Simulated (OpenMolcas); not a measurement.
# Pt⁵⁺ among point charges: CASSCF and CASPT2 levels and susceptibility

Aim: the splitting of the states of Pt⁵⁺ in the field of 6 point charges, its lowest levels with spin-orbit coupling and its magnetic susceptibility.

The numbers are computed with OpenMolcas 26.06 (state-averaged CASSCF and CASPT2, spin-orbit coupling by RASSI with atomic mean-field integrals), except any that are marked as measured or tabulated.

**1. The atom as given**

- Species: Pt⁵⁺ (platinum, Z = 78, 73 electrons)
- Basis: ANO-RCC-VDZP [7s6p4d2f], 59 functions
- Scalar Hamiltonian: DKH2, point nucleus
- Inactive shells: 1s 2s 2p 3s 3p 3d 4s 4p 4d 4f 5s 5p
- Active space: 5 electrons in 5 orbitals (5d)
- Some configurations of this space: 5d5
- Orbitals: optimised for each spin and parity, averaged over all roots

The outer shells:

5d5
```
5d [↑ ][↑ ][↑ ][↑ ][↑ ]
```

The ion sits among 6 point charges of -1.7 e arranged as a trigonal antiprism (D3d), 2.27 Å from the ion, with a polar angle of 60.8° against the regular 54.74°.

Each step is its own input file, run in one work folder so that later steps find the files of earlier ones. Labels, J, g values, rates, χT and fits are worked out afterwards by a script from the matrices that RASSI stores. The input lists half of the charges; inversion (Group=XYZ) makes the rest.

**2. One- and two-electron integrals**

File a.inp:

```
&GATEWAY
Coord
1

Pt 0.0 0.0 0.0
Basis=ANO-RCC-VDZP
Group=XYZ
NoMove
AngMom=0.0 0.0 0.0
AMFI
XField
3 Angstrom 0
0.000000 1.980692 1.108945 -1.700000
1.715330 -0.990346 1.108945 -1.700000
1.715330 0.990346 -1.108945 -1.700000
&SEWARD
```

On the command line:

```console
OMP_NUM_THREADS=1 MOLCAS_MEM=1689 MOLCAS_PROJECT=a pymolcas a.inp > a.log
```

**3. CASSCF: sextets of even parity, 1 root**

File a.inp:

```
&RASSCF
FileOrb=start.orb
Symmetry=1
Spin=6
nActEl=5 0 0
Inactive=15 19
Ras2=5 0
CIRoot=1 1 1
SDav=1
CIMx=300
Iter=120 100
PrWF=0.3
OrbListing=Nothing
MaxOrb=0
>>> COPY $Project.JobIph JOB001
```

start.orb holds the contracted functions of the basis, ordered by shell, or the orbitals of the step before.

**4. CASSCF: quartets of even parity, 24 roots**

File a.inp:

```
&RASSCF
FileOrb=start.orb
Symmetry=1
Spin=4
nActEl=5 0 0
Inactive=15 19
Ras2=5 0
CIRoot=24 24 1
SDav=24
CIMx=300
Iter=120 100
PrWF=0.3
OrbListing=Nothing
MaxOrb=0
>>> COPY $Project.JobIph JOB002
```

**5. CASSCF: doublets of even parity, 75 roots**

File a.inp:

```
&RASSCF
FileOrb=start.orb
Symmetry=1
Spin=2
nActEl=5 0 0
Inactive=15 19
Ras2=5 0
CIRoot=75 75 1
SDav=75
CIMx=300
Iter=120 100
PrWF=0.3
OrbListing=Nothing
MaxOrb=0
>>> COPY $Project.JobIph JOB003
```

**6. RASSI: spin-orbit coupling between the states**

File a.inp:

```
&RASSI
NrOfJobIphs=3 1 24 75
1
1 2 3 4 5 6 7 8 9 10 11 12 13 14 15 16 17 18 19 20 21 22 23 24
1 2 3 4 5 6 7 8 9 10 11 12 13 14 15 16 17 18 19 20 21 22 23 24 25 26 27
28 29 30 31 32 33 34 35 36 37 38 39 40 41 42 43 44 45 46 47 48 49 50 51
52 53 54 55 56 57 58 59 60 61 62 63 64 65 66 67 68 69 70 71 72 73 74 75
IphNames
JOB001
JOB002
JOB003
EJob
SpinOrbit
DIPRint=1.0
SOCoupling=1000.0
Subsets=2
Property=9
'ANGMOM' 1 'ANGMOM' 2 'ANGMOM' 3 'MLTPL  1' 1 'MLTPL  1' 2 'MLTPL  1' 3
'AMFI' 1 'AMFI' 2 'AMFI' 3
SOProperty=3
'ANGMOM' 1 'ANGMOM' 2 'ANGMOM' 3
```

**7. CASPT2: IPEA 0.25, imaginary shift 0.1 (closed shells correlated: 5s 5p)**

File a.inp:

```
>>> COPY JOB001 $Project.JobIph
&CASPT2
Multistate=1 1
Frozen=14 16
IPEA=0.25
Imaginary=0.1
MaxIter=60
WThr=0.0 0.3 0.05
PrWF=0.5
NoMix
>>> COPY JOB002 $Project.JobIph
&CASPT2
Multistate=24 1 2 3 4 5 6 7 8 9 10 11 12 13 14 15 16 17 18 19 20 21 22
23 24
NoMult
Frozen=14 16
IPEA=0.25
Imaginary=0.1
MaxIter=60
WThr=0.0 0.3 0.05
PrWF=0.5
NoMix
>>> COPY JOB003 $Project.JobIph
&CASPT2
Multistate=75 1 2 3 4 5 6 7 8 9 10 11 12 13 14 15 16 17 18 19 20 21 22
23 24 25 26 27 28 29 30 31 32 33 34 35 36 37 38 39 40 41 42 43 44 45 46
47 48 49 50 51 52 53 54 55 56 57 58 59 60 61 62 63 64 65 66 67 68 69 70
71 72 73 74 75
NoMult
Frozen=14 16
IPEA=0.25
Imaginary=0.1
MaxIter=60
WThr=0.0 0.3 0.05
PrWF=0.5
NoMix
```

(Steps that only read results are left out.)

**Question.** What will these runs give? Wanted: spin-free ground state; lowest level; next level.

The runs gave:

```
                 quantity                                                                        value
                   method  SS-CASPT2, IPEA 0.25, imaginary shift 0.1 (closed shells correlated: 5s 5p)
   spin-free ground state                                              6A1, 1-fold in its orbital part
             lowest level                                            2-fold E1/2, g = 1.66, 5.56, 5.56
               next level                                                                   197.1 cm⁻¹
              χT at 300 K                                                               3.77 cm³ K/mol
effective moment at 300 K                                                                      5.49 μB
```

Cost by method:

```tsv
method	time of its own steps	time with the reference
A. CASSCF	32 s	32 s
B. SS-CASPT2, IPEA 0.25, imaginary shift 0.1, +5s 5p	9.2 s	41 s
```

Times are of one thread on a shared host.

What this shows: The spin-free ground state (6A1) comes to 100 % from free-ion S terms and keeps the highest spin of the shell. χT at 300 K is 3.77, against 4.39 cm³ K/mol for the spin alone, so spin-orbit coupling lowers it. An active space of the d shell alone favours high spin; real ions in strong fields can be low spin. CASPT2 does not keep the components of a term degenerate, and the means are used. The field of point charges can differ much from that of real complexes. With metal d orbitals alone active, the gaps between spin states are rough; where two lie within a few thousand cm-1, their order is open. Point charges carry no covalency, so the field is a model and not that of real ligands.
